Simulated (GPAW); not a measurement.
Crystal: Ta3N.

```
Ta N
1.0
     3.03222    0.00000    0.00000
    -1.51611    2.62598    0.00000
     0.00000    0.00000    7.52414
Ta N
3 1
Direct
  0.66667 0.33333 0.82607
  0.33333 0.66667 0.17393
  0.00000 0.00000 0.50000
  0.00000 0.00000 0.00000
```

The cell comes from a database or a generator and needn't be the stable form of this composition.

Program: GPAW 26.7.0. Alike in all runs: no spin polarisation; cell as given; smearing fermi-dirac 0.05 eV.

Question: Order these runs on this cell by their pressure, lowest first.
A. level LDA; potentials or basis the program's PAW data sets (release 1.2.1) made for this functional, pw; k mesh 8 × 8 × 3; cutoff (eV) 600; maxiter 120; convergence default
B. level r2SCAN; potentials or basis GPAW PAW data sets (gpaw-data 1.2.1), pw; k mesh 7 × 7 × 3; cutoff (eV) 800; maxiter 150; band path GMKGALHA,LM,KH; band points 60
C. level PBE; potentials or basis GPAW PAW data sets (gpaw-data 1.2.1), pw; k mesh 10 × 10 × 4; cutoff (eV) 800; maxiter 150
D. level PBEsol; potentials or basis PAW data sets generated in the run's folder for this functional, pw; k mesh 10 × 10 × 4; cutoff (eV) 800; maxiter 150
E. level LDA; potentials or basis the program's PAW data sets (release 1.2.1) made for this functional, pw; k mesh 7 × 7 × 3; cutoff (eV) 800; maxiter 150; band path GMKGALHA,LM,KH; band points 60

Answer: A (-16.3 GPa), E (-14.0 GPa), D (-8.0 GPa), B (-3.1 GPa), C (-0.6 GPa).

Caveats: the PAW data sets were made with another functional, which shifts forces and pressure a little (some runs); the cutoff is short for stress and forces, so pressures can be off by a GPa or more (some runs); so large a pressure means that the cell lies far from this level's equilibrium, or that cutoff or potentials fall short (some runs).

Not every run made on this cell is shown here.
